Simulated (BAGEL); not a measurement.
**SiCl3F (trichlorofluorosilane): HF/cc-pVDZ (density fitting with cc-pvqz-jkfit)**

What is the energy change on altering one bond length of SiCl3F (trichlorofluorosilane) at HF/cc-pVDZ (density fitting with cc-pvqz-jkfit)? 

The calculation is run with BAGEL 1.2.2.

1 further run of the same task is left out (set aside as unsound or not needed).

## (1) The molecule

The species is SiCl3F (5 atoms), meant as a singlet with charge 0. As SMILES, `F[Si](Cl)(Cl)Cl`. Geometry: relaxed at PBE0-D4/def2-TZVP.

Bond lengths: F1–Si2 1.575 Å, Si2–Cl3 2.014 Å, Si2–Cl4 2.014 Å, Si2–Cl5 2.014 Å. Angles: F1–Si2–Cl3 108.4°, F1–Si2–Cl4 108.4°, F1–Si2–Cl5 108.4°, Cl3–Si2–Cl4 110.6°, Cl3–Si2–Cl5 110.6°, Cl4–Si2–Cl5 110.6°.

## (2) The energy at HF/cc-pVDZ (density fitting with cc-pvqz-jkfit)

input.json reads:

```json
{ "bagel": [

{
  "title": "molecule",
  "basis": "cc-pvdz.json",
  "df_basis": "cc-pvqz-jkfit",
  "angstrom": true,
  "geometry": [
    { "atom": "F", "xyz": [       0.865040,      -0.916770,       1.050170 ] },
    { "atom": "Si", "xyz": [       0.034630,      -0.036690,       0.042040 ] },
    { "atom": "Cl", "xyz": [      -1.606480,       0.640470,       0.993830 ] },
    { "atom": "Cl", "xyz": [      -0.482630,      -1.187850,      -1.527970 ] },
    { "atom": "Cl", "xyz": [       1.189430,       1.500840,      -0.558060 ] }
  ]
},

{
  "title": "hf"
},

{
  "title": "print",
  "file": "orbitals.molden",
  "orbitals": true
}

]}
```

The basis set cc-pVDZ is read from a file made from the Basis Set Exchange's data (not shown).

Run with:

```sh
$ BAGEL_NUM_THREADS=1 BAGEL input.json > input.out
```

The log of the run:

```text
* using 1 threads per process

  ===============================================================
  ===============================================================

  *** Geometry ***

  { "atom" : "F", "xyz" : [      1.634689,     -1.732444,      1.984534 ] },
  { "atom" : "Si", "xyz" : [      0.065441,     -0.069334,      0.079444 ] },
  { "atom" : "Cl", "xyz" : [     -3.035807,      1.210313,      1.878067 ] },
  { "atom" : "Cl", "xyz" : [     -0.912039,     -2.244711,     -2.887445 ] },
  { "atom" : "Cl", "xyz" : [      2.247697,      2.836177,     -1.054581 ] },

  Number of auxiliary basis functions:      698

  Since a DF basis is specified, we compute 2- and 3-index integrals:
    o Being stored without compression. Storage requirement is 0.041 GB

  Number of basis functions:       86
  Number of electrons      :       74

    * METHOD: MOLECULE                             0.41

  *** RHF ***

  === Nuclear Repulsion ===
   451.5872189602

      * DIIS with orbital gradients will be used.

  === RHF iteration (cc-pvdz.json) ===
      0      -1766.97121314          0.00977591           0.13
      1      -1767.05520276          0.00670766           0.12
      2      -1767.09572022          0.00069473           0.12
      3      -1767.09644418          0.00015090           0.12
      4      -1767.09648966          0.00004408           0.12
      5      -1767.09649178          0.00001550           0.12
      6      -1767.09649207          0.00000534           0.12
      7      -1767.09649211          0.00000052           0.12
      8      -1767.09649211          0.00000019           0.12
      9      -1767.09649211          0.00000006           0.12
     10      -1767.09649211          0.00000001           0.12
     11      -1767.09649211          0.00000000           0.12
    * SCF iteration converged.

    * Permanent dipole moment:
           (    0.130011,    -0.137823,     0.157860) a.u.

    * METHOD: HF                                   1.65

    * METHOD: PRINT                                0.01

  ===============================================================
```

It took 2.3 s on 1 thread of Intel Xeon 6975P-C (Granite Rapids), shared host; peak memory 0.18 GiB.

## (3) The distorted shape at the same level

input.json reads:

```json
{ "bagel" : [

{
  "title" : "molecule",
  "basis" : "cc-pvdz.json",
  "df_basis" : "cc-pvqz-jkfit",
  "angstrom" : "true",
  "geometry" : [
    { "atom" : "F", "xyz" : [       1.485752,       0.464623,       2.934183 ] },
    { "atom" : "Si", "xyz" : [       0.655342,       1.344703,       1.926053 ] },
    { "atom" : "Cl", "xyz" : [      -0.985768,       2.021863,       2.877843 ] },
    { "atom" : "Cl", "xyz" : [      -0.482630,      -1.187850,      -1.527970 ] },
    { "atom" : "Cl", "xyz" : [       1.810142,       2.882233,       1.325953 ] }
  ]
},

{
  "title" : "hf"
},

{
  "title" : "print",
  "file" : "orbitals.molden",
  "orbitals" : "true"
}

]}
```

The basis set cc-pVDZ is read from a file made from the Basis Set Exchange's data (not shown).

Run with:

```sh
$ BAGEL_NUM_THREADS=1 BAGEL input.json > input.out
```

The log of the run:

```text
* using 1 threads per process

  ===============================================================
  ===============================================================

  *** Geometry ***

  { "atom" : "F", "xyz" : [      2.807664,      0.878010,      5.544802 ] },
  { "atom" : "Si", "xyz" : [      1.238417,      2.541120,      3.639713 ] },
  { "atom" : "Cl", "xyz" : [     -1.862832,      3.820767,      5.438335 ] },
  { "atom" : "Cl", "xyz" : [     -0.912039,     -2.244711,     -2.887445 ] },
  { "atom" : "Cl", "xyz" : [      3.420673,      5.446631,      2.505688 ] },

  Number of auxiliary basis functions:      698

  Since a DF basis is specified, we compute 2- and 3-index integrals:
    o Being stored without compression. Storage requirement is 0.041 GB

  Number of basis functions:       86
  Number of electrons      :       74

    * METHOD: MOLECULE                             0.36

  *** RHF ***

  === Nuclear Repulsion ===
   369.0026546134

      * DIIS with orbital gradients will be used.

  === RHF iteration (cc-pvdz.json) ===
      0      -1766.63264777          0.01157818           0.13
      1      -1766.18264264          0.01506717           0.12
      2      -1766.77584748          0.00521765           0.12
      3      -1766.81280887          0.00300184           0.12
      4      -1766.83521132          0.00169961           0.12
      5      -1766.84206007          0.00146223           0.12
      6      -1766.85290692          0.00095439           0.12
      7      -1766.85626338          0.00031911           0.12
      8      -1766.85677235          0.00010998           0.12
      9      -1766.85681278          0.00004909           0.12
     10      -1766.85682206          0.00001505           0.12
     11      -1766.85682270          0.00000535           0.12
     12      -1766.85682289          0.00000435           0.12
     13      -1766.85682295          0.00000352           0.12
     14      -1766.85682314          0.00000242           0.12
     15      -1766.85682329          0.00000110           0.12
     16      -1766.85682331          0.00000044           0.12
     17      -1766.85682332          0.00000019           0.12
     18      -1766.85682332          0.00000009           0.12
     19      -1766.85682332          0.00000004           0.12
     20      -1766.85682332          0.00000002           0.12
     21      -1766.85682332          0.00000001           0.12
     22      -1766.85682332          0.00000001           0.12
     23      -1766.85682332          0.00000001           0.12
    * SCF iteration converged.

    * Permanent dipole moment:
           (   -0.801165,    -2.630275,    -2.901427) a.u.

    * METHOD: HF                                   3.06

    * METHOD: PRINT                                0.01

  ===============================================================
```

Run time: 3.6 s. Hardware: 1 thread of Intel Xeon 6975P-C (Granite Rapids), shared host; peak memory 0.18 GiB.

## (4) What came out

At HF/cc-pVDZ (density fitting with cc-pvqz-jkfit):

```
                                                           quantity           value
                                          first shape: total energy  -1767.09649 Eh
                                         first shape: dipole moment          0.63 D
                                           first shape: HOMO energy       -13.01 eV
                                           first shape: LUMO energy         3.90 eV
                                         first shape: HOMO–LUMO gap        16.91 eV
                                      distorted shape: total energy  -1766.85682 Eh
                                     distorted shape: dipole moment         10.16 D
                                       distorted shape: HOMO energy        -8.58 eV
                                       distorted shape: LUMO energy        -3.96 eV
                                     distorted shape: HOMO–LUMO gap         4.63 eV
energy change with the Si2–Cl4 bond stretched from 2.014 to 4.432 Å        6.522 eV
```

What this shows: One bond (distorted shape) is far stretched, which a spin-restricted single reference describes badly; a broken-symmetry solution may lie lower. With the Si2–Cl4 bond stretched from 2.014 to 4.432 Å the energy rises by 6.52 eV (150 kcal/mol). The first shape isn't relaxed at this level, so the change isn't measured from a minimum. A restricted reference can't describe the breaking bond well at this length.
